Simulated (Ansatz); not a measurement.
# AlRu: a single-point run

The task is a single point on AlRu that gives the gradients at the nuclei.

Method: DFT, PBE, plane-wave PAW, default files, scalar-relativistic, frozen cores, in Ansatz 0.2.0.

### 1 The structure to begin with

It takes space group Pm-3m (No. 221, cubic). Conventional cell: a = 2.992 Å, b = 2.992 Å, c = 2.992 Å, α = 90.00°, β = 90.00°, γ = 90.00°. Around Al (site symmetry m-3m) lie 8 Ru at 2.59 Å. Ru (site symmetry m-3m) is surrounded by 8 Al at 2.59 Å.

The input asks for a charge of +10 e on the cell.

As a file:

```
CELL_PARAMETERS angstrom
2.99160 0.00000 0.00000
0.00000 2.99160 0.00000
0.00000 0.00000 2.99160
ATOMIC_POSITIONS crystal
Al 0.00000 0.00000 0.00000
Ru 0.50000 0.50000 0.50000
```

### 2 The calculation

File input.yaml:

```yaml
crystal:
  lattice:
    - [2.9916, 0.0, 0.0]
    - [0.0, 2.9916, 0.0]
    - [0.0, 0.0, 2.9916]
  atoms:
    - { symbol: Al, position: [0.0, 0.0, 0.0] }
    - { symbol: Ru, position: [0.5, 0.5, 0.5] }
kpoints:
  mp_grid: { grid: [16, 16, 16] }
scf:
  occupations: { method: fermi_dirac, width: 0.05 }
  max_iter: 50
hamiltonian:
  xc: pbe
  pseudopotentials: { kind: paw, frozen_core: stored }
output:
  forces: true
  stress: true
  populations: true
  efg: { quadrupole_moments_barn: { Al: 0.1466, Ru: 0.079 } }
total_charge: 10
```

The run is started by

```console
$ ansatz run input.yaml --threads 1 --pin off --max-ram 3072MiB --backend cpu --events-out ev --progress --plain --runs-dir out
```

What happens when this is run?

The program finished normally, with warnings (gradients without spin orbit). It gives a pressure of 313 GPa, which is large; a structure far from rest gives such values too, whatever the setting.

Look at the input: total_charge is 10. The typed charge changes the electron count, so this is no longer the system that was meant.

The test: delete total_charge (the default then holds).
